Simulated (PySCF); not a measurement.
**SnSb: from the state search to spectroscopic constants**

The task here is to estimate one member of a computed series from the others.

Computed with PySCF 2.14.0. Level: Sn cc-pVDZ-PP with ECP28, Sb cc-pVDZ-PP with ECP28, scalar-relativistic core potentials.

1 further run of the same task is left out (it didn't finish).

Set-up of the first run:

Settings of the job:

| Quantity | Value |
| --- | --- |
| atoms | Sn, Sb |
| charge | 0 |
| basis | Sn cc-pVDZ-PP with ECP28, Sb cc-pVDZ-PP with ECP28 |
| Hamiltonian | scalar-relativistic core potentials |
| basis functions | 46 |
| electrons treated | 45 |
| masses in u | 119.9022, 120.9038 |
| levels | PBE0, PBE, r²SCAN, LDA, TPSS, M06, LC-ωPBE, HF, MP2, SCS-MP2 |
| grid | 80 radial by 434 angular points |
| occupations | held fixed by the projection of orbital angular momentum |
| dissociation limit | Sn + Sb, each in its ground configuration |
| starting distance in angstrom | 2.715 |
| values of 2S to try | 1, 3, 5 |

Run with:

```sh
$ OMP_NUM_THREADS=1 python dia.py task.json out
```

Among the steps run: The job; First curve: PBE0; Excited determinants; PBE (GGA); r²SCAN (meta-GGA); LDA (local density); TPSS; M06 (hybrid meta-GGA); LC-ωPBE; UHF.

One table of the session follows, with a row left open; its other results are not shown here.

```
 level  Re (Å)  ωe (cm⁻¹)  De (eV)  μ (D)
   LDA   2.632      230.0     3.37  -0.92
   PBE   2.672      219.3     2.63  -1.07
  TPSS   2.659      223.1     2.53  -1.15
r²SCAN       ?          ?        ?      ?
  PBE0   2.635      227.3     2.27  -1.26
   M06   2.667      227.7     3.14  -1.05
```

**Question.** Estimate the row for r²SCAN.

**Answer.** Re (Å): 2.648; ωe (cm⁻¹): 221.2; De (eV): 2.31; μ (D): -1.16. In the column «Re (Å)» it lies between PBE0 (2.635) and TPSS (2.659).

De is counted to Sn + Sb in their ground configurations.

To keep in mind: At some levels the lowest empty orbital lies below the highest filled one (the two can be of opposite spin).
